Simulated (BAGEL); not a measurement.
**HF/def2-SVPD (density fitting with qzvpp-jkfit) run of C2H5Ge− (SMILES C=[CH][GeH2-])**

Aim: the vertical ionisation energy of C2H5Ge− at HF/def2-SVPD (density fitting with qzvpp-jkfit), from 2 runs. 

The results are computed with BAGEL 1.2.2.

4 further runs of the same task are left out: 2 that didn't finish, 2 set aside as unsound or not needed.

## Step 1: The structure to begin with

C2H5Ge− has 8 atoms, charge -1, and is taken as a singlet. SMILES: `C=[CH][GeH2-]`. The shape comes from GFN2-xTB, which is rough for such elements, and wasn't checked as a minimum. This is one conformer, not always the lowest.

Bond lengths: C1–C2 1.323 Å, C2–Ge3 2.019 Å, C1–H4 1.084 Å, C1–H5 1.095 Å, C2–H6 1.096 Å, Ge3–H7 1.688 Å, Ge3–H8 1.676 Å. Angles: C1–C2–Ge3 127.9°, C1–C2–H6 115.9°, Ge3–C2–H6 115.6°, C2–C1–H4 120.8°, C2–C1–H5 124.9°, C2–Ge3–H7 90.5°, C2–Ge3–H8 93.2°, H4–C1–H5 114.3°, H7–Ge3–H8 89.0°.

## Step 2: The energy at HF/def2-SVPD (density fitting with qzvpp-jkfit)

Input file job.json:

```json
{ "bagel" : [

{
  "title" : "molecule",
  "basis" : "def2-svpd.json",
  "df_basis" : "qzvpp-jkfit",
  "angstrom" : true,
  "geometry" : [
    { "atom" : "C", "xyz" : [      -0.711790,       1.012370,       0.479350 ] },
    { "atom" : "C", "xyz" : [      -0.552040,      -0.211240,       0.003670 ] },
    { "atom" : "Ge", "xyz" : [       0.856560,      -0.867380,      -1.285720 ] },
    { "atom" : "H", "xyz" : [       0.030060,       1.780430,       0.294800 ] },
    { "atom" : "H", "xyz" : [      -1.561520,       1.342010,       1.086600 ] },
    { "atom" : "H", "xyz" : [      -1.354590,      -0.922480,       0.230360 ] },
    { "atom" : "H", "xyz" : [       1.219190,      -2.155570,      -0.256120 ] },
    { "atom" : "H", "xyz" : [       2.074130,       0.021860,      -0.552940 ] }
  ]
},

{
  "title" : "hf",
  "charge" : -1
},

{
  "title" : "print",
  "file" : "orbitals.molden",
  "orbitals" : true
}

]}
```

The basis set def2-SVPD is read from a file made from the Basis Set Exchange's data (not shown).

On the command line:

```
BAGEL_NUM_THREADS=1 BAGEL job.json > job.out
```

Output:

```text
* using 1 threads per process

  ===============================================================
  ===============================================================

  *** Geometry ***

  { "atom" : "C", "xyz" : [     -1.345088,      1.913102,      0.905840 ] },
  { "atom" : "C", "xyz" : [     -1.043204,     -0.399186,      0.006935 ] },
  { "atom" : "Ge", "xyz" : [      1.618664,     -1.639111,     -2.429659 ] },
  { "atom" : "H", "xyz" : [      0.056805,      3.364525,      0.557091 ] },
  { "atom" : "H", "xyz" : [     -2.950845,      2.536031,      2.053376 ] },
  { "atom" : "H", "xyz" : [     -2.559804,     -1.743235,      0.435317 ] },
  { "atom" : "H", "xyz" : [      2.303935,     -4.073437,     -0.483997 ] },
  { "atom" : "H", "xyz" : [      3.919538,      0.041309,     -1.044905 ] },

  Number of auxiliary basis functions:      506

  Since a DF basis is specified, we compute 2- and 3-index integrals:
    o Being stored without compression. Storage requirement is 0.056 GB

  Number of basis functions:      118
  Number of electrons      :       49

    * METHOD: MOLECULE                             0.26

  *** RHF ***

  === Nuclear Repulsion ===
   153.6109757559

      * DIIS with orbital gradients will be used.

  === RHF iteration (def2-svpd.json) ===
      0      -2153.46658628          0.01501270           0.09
      1      -2153.59129176          0.00934269           0.09
      2      -2153.63598419          0.00139958           0.09
      3      -2153.63876943          0.00038837           0.09
      4      -2153.63895058          0.00016327           0.09
      5      -2153.63899853          0.00004937           0.09
      6      -2153.63900380          0.00001675           0.09
      7      -2153.63900430          0.00000796           0.09
      8      -2153.63900440          0.00000346           0.09
      9      -2153.63900441          0.00000102           0.09
     10      -2153.63900442          0.00000039           0.09
     11      -2153.63900442          0.00000019           0.09
     12      -2153.63900442          0.00000006           0.09
     13      -2153.63900442          0.00000003           0.09
     14      -2153.63900442          0.00000001           0.09
     15      -2153.63900442          0.00000000           0.09
    * SCF iteration converged.

    * Permanent dipole moment:
           (    0.732921,    -0.404122,    -0.269331) a.u.

    * METHOD: HF                                   1.66

    * METHOD: PRINT                                0.02

  ===============================================================
```

It took 2.1 s on 1 thread of Arm Neoverse V2, shared host; peak memory 0.17 GiB.

## Step 3: Doublet neutral C2H5Ge, same level

Input file input.json:

```json
{ "bagel": [

{
  "title": "molecule",
  "basis": "def2-svpd.json",
  "df_basis": "qzvpp-jkfit",
  "angstrom": "true",
  "geometry": [
    { "atom": "C", "xyz": [   -0.711790,    1.012370,    0.479350 ] },
    { "atom": "C", "xyz": [   -0.552040,   -0.211240,    0.003670 ] },
    { "atom": "Ge", "xyz": [    0.856560,   -0.867380,   -1.285720 ] },
    { "atom": "H", "xyz": [    0.030060,    1.780430,    0.294800 ] },
    { "atom": "H", "xyz": [   -1.561520,    1.342010,    1.086600 ] },
    { "atom": "H", "xyz": [   -1.354590,   -0.922480,    0.230360 ] },
    { "atom": "H", "xyz": [    1.219190,   -2.155570,   -0.256120 ] },
    { "atom": "H", "xyz": [    2.074130,    0.021860,   -0.552940 ] }
  ]
},
{
  "title": "uhf",
  "nopen": 1
},
{
  "title": "print",
  "file": "orbitals.molden",
  "orbitals": "true"
}

]}
```

The basis set def2-SVPD is read from a file made from the Basis Set Exchange's data (not shown).

On the command line:

```
BAGEL_NUM_THREADS=1 BAGEL input.json > input.out
```

Output:

```text
* using 1 threads per process

  ===============================================================
  ===============================================================

  *** Geometry ***

  { "atom" : "C", "xyz" : [     -1.345088,      1.913102,      0.905840 ] },
  { "atom" : "C", "xyz" : [     -1.043204,     -0.399186,      0.006935 ] },
  { "atom" : "Ge", "xyz" : [      1.618664,     -1.639111,     -2.429659 ] },
  { "atom" : "H", "xyz" : [      0.056805,      3.364525,      0.557091 ] },
  { "atom" : "H", "xyz" : [     -2.950845,      2.536031,      2.053376 ] },
  { "atom" : "H", "xyz" : [     -2.559804,     -1.743235,      0.435317 ] },
  { "atom" : "H", "xyz" : [      2.303935,     -4.073437,     -0.483997 ] },
  { "atom" : "H", "xyz" : [      3.919538,      0.041309,     -1.044905 ] },

  Number of auxiliary basis functions:      506

  Since a DF basis is specified, we compute 2- and 3-index integrals:
    o Being stored without compression. Storage requirement is 0.056 GB

  Number of basis functions:      118
  Number of electrons      :       49

    * METHOD: MOLECULE                             0.27

  *** Open-shell HF ***

  === Nuclear Repulsion ===
   153.6109757559

      * DIIS with orbital gradients will be used.

  === UHF iteration (def2-svpd.json) ===
      0      -2153.42245820          0.02675080           0.19
      1      -2153.54469657          0.01662850           0.19
      2      -2153.57713284          0.00850206           0.18
      3      -2153.58862518          0.00113155           0.18
      4      -2153.58957199          0.00048324           0.18
      5      -2153.58977100          0.00017105           0.18
      6      -2153.58989340          0.00005311           0.19
      7      -2153.58996454          0.00003729           0.19
      8      -2153.59000687          0.00003548           0.19
      9      -2153.59005525          0.00003595           0.19
[... 19 lines of this table left out ...]
     29      -2153.59056861          0.00000003           0.19
     30      -2153.59056861          0.00000002           0.19
     31      -2153.59056861          0.00000001           0.19
     32      -2153.59056861          0.00000001           0.19
    * SCF iteration converged.

    * S^2 (UHF) is 0.8517

    * Permanent dipole moment:
           (    0.333865,    -0.134954,     0.417551) a.u.

    * METHOD: UHF                                  6.41

    * METHOD: PRINT                                0.02

  ===============================================================
```

It took 6.9 s on 1 thread of Arm Neoverse V2, shared host; peak memory 0.17 GiB.

## Step 4: Results

At HF/def2-SVPD (density fitting with qzvpp-jkfit):

| quantity | value |
| --- | --- |
| singlet C2H5Ge−: total energy | -2153.63900 Eh |
| singlet C2H5Ge−: HOMO energy | -2.35 eV |
| singlet C2H5Ge−: LUMO energy | 6.34 eV |
| singlet C2H5Ge−: HOMO–LUMO gap (to an unbound level, set by the basis) | 8.69 eV |
| doublet neutral C2H5Ge: total energy | -2153.59057 Eh |
| doublet neutral C2H5Ge: dipole moment | 1.40 D |
| doublet neutral C2H5Ge: ⟨S²⟩ | 0.852 |
| vertical detachment energy (to the doublet neutral) | 1.318 eV |

What this shows: The vertical ionisation energy comes to 1.32 eV (127 kJ/mol). −ε(HOMO) before ionisation, 2.35 eV, is 1.03 eV above this ionisation energy. ⟨S²⟩ (doublet neutral C2H5Ge) is 0.85 where a pure doublet has 0.75: the reference is spin-contaminated.
